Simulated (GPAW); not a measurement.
ScAlN2:

```
Sc Al N
1.0
    -2.19948    2.19948    4.19862
     2.19948   -2.19948    4.19862
     2.19948    2.19948   -4.19862
Sc Al N
2 2 4
Direct
  0.00000 0.00000 0.00000
  0.75000 0.25000 0.50000
  0.50000 0.50000 0.00000
  0.25000 0.75000 0.50000
  0.73751 0.73751 0.00000
  0.01249 0.51249 0.50000
  0.26249 0.26249 0.00000
  0.48751 0.98751 0.50000
```

The cell comes from a database or a generator and needn't be the stable form of this composition.

Base run:

```yaml
Program: GPAW 26.7.0
Functional: LDA
Potentials_or_basis: the program's PAW data sets (release 1.2.1) made for this functional
Cutoff: 600 eV
Basis: pw
k_mesh: 7 × 7 × 7
Occupations: fermi-dirac, width 0.05 eV
Spin: no spin polarisation
```

Its results: band gap on the k mesh 0.93 eV, indirect (least direct gap 0.95 eV); pressure -18.9 GPa; largest force 0.161 eV/Å.

Question: The run is repeated on the same cell with these changes: cutoff from 600 eV to 800 eV; k mesh from 7 × 7 × 7 to 6 × 6 × 6. What comes out?

Answer: Band gap on the k mesh 0.86 eV, indirect (least direct gap 0.95 eV); pressure -12.2 GPa; largest force 0.167 eV/Å.

Caveats: the cutoff is short for stress and forces, so pressures can be off by a GPa or more (some runs); so large a pressure means that the cell lies far from this level's equilibrium, or that cutoff or potentials fall short (some runs); an odd mesh through Γ misses points on the zone boundary, where band edges often lie (some runs).

Not every run made on this cell is shown here.
